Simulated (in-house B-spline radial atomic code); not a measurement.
# I⁵⁺: ionisation energy by several methods

Wanted: one ionisation energy, I⁵⁺ to configuration [Kr] 4d10 5s1, up the ladder of functionals.

The numbers are computed with in-house B-spline radial atomic code version 1 (Dirac-Coulomb, several functionals; spherical all-electron atom at the radial basis limit), except any that are marked as measured or tabulated.

### Step 1. The atom as given

| Item | Value |
| --- | --- |
| element | iodine (Z = 53) |
| charge | +5 |
| electrons | 48 |
| configuration | [Kr] 4d10 5s2 |
| nucleus | Fermi, rms radius 4.750 fm |

The outer shells:

[Kr] 4d10 5s2
```
[Kr] core
4d [↑↓][↑↓][↑↓][↑↓][↑↓]
5s [↑↓]
```

### Step 2. PW91

Input settings:

```ini
Z = 53
electrons = 48.0
configuration = [Kr] 4d10 5s2
hamiltonian = dirac
method = pw91,pw91
spin_polarised = False
nucleus = fermi
rms_radius = 4.75
mass_number = 127
atomic_mass = 126.904472592
speed_of_light = 137.035999084
```

### Step 3. LDA (VWN5)

Settings: those of step 2 with these lines changed.

```diff
@@ -4,3 +4,3 @@
 hamiltonian = dirac
-method = pw91,pw91
+method = lda,vwn
 spin_polarised = False
```

### Step 4. PBEsol

Settings: those of step 3 with these lines changed.

```diff
@@ -4,3 +4,3 @@
 hamiltonian = dirac
-method = lda,vwn
+method = pbesol
 spin_polarised = False
```

### Step 5. BLYP

Settings: those of step 4 with these lines changed.

```diff
@@ -4,3 +4,3 @@
 hamiltonian = dirac
-method = pbesol
+method = b88,lyp
 spin_polarised = False
```

### Step 6. exchange-only LDA

Settings: those of step 5 with these lines changed.

```diff
@@ -4,3 +4,3 @@
 hamiltonian = dirac
-method = b88,lyp
+method = lda,
 spin_polarised = False
```

### Step 7. OLYP

Settings: those of step 6 with these lines changed.

```diff
@@ -4,3 +4,3 @@
 hamiltonian = dirac
-method = lda,
+method = optx,lyp
 spin_polarised = False
```

Before running: The tabulated ionisation energy is 74.4 ± 0.4 eV (semi-empirical; NIST Atomic Spectra Database). What does each method give, and which comes nearest?

As calculated:

| method | rung | total energy (hartree) | ΔSCF (eV) | with Breit, QED, recoil (eV) | −ε highest (eV) | corrected ΔSCF less tabulated (eV) |
| --- | --- | --- | --- | --- | --- | --- |
| LDA (VWN5) | LDA | -7107.4577 | 75.898 | 75.830 | 69.565 (5s1/2) | +1.430 |
| exchange-only LDA | LDA | -7102.5894 | 74.394 | 74.327 | 68.055 (5s1/2) | -0.073 |
| PW91 | GGA | -7114.2547 | 75.434 | 75.365 | 69.132 (5s1/2) | +0.965 |
| PBEsol | GGA | -7110.2990 | 75.330 | 75.262 | 69.065 (5s1/2) | +0.862 |
| BLYP | GGA | -7113.9631 | 75.492 | 75.425 | 69.116 (5s1/2) | +1.025 |
| OLYP | GGA | -7116.0438 | 74.869 | 74.800 | 68.613 (5s1/2) | +0.400 |

**Reading.** The tabulated ionisation energy is 74.4 ± 0.4 eV (semi-empirical; NIST Atomic Spectra Database). exchange-only LDA comes nearest (-0.073 eV) and LDA (VWN5) is farthest (+1.430 eV, 1.9 %). Open shells are averaged (over orientations, and over spins where the run is restricted), while tables refer to the lowest levels. For the semilocal functionals minus the highest level recovers only 91 to 92 % of their own ΔSCF value, a mark of self-interaction.
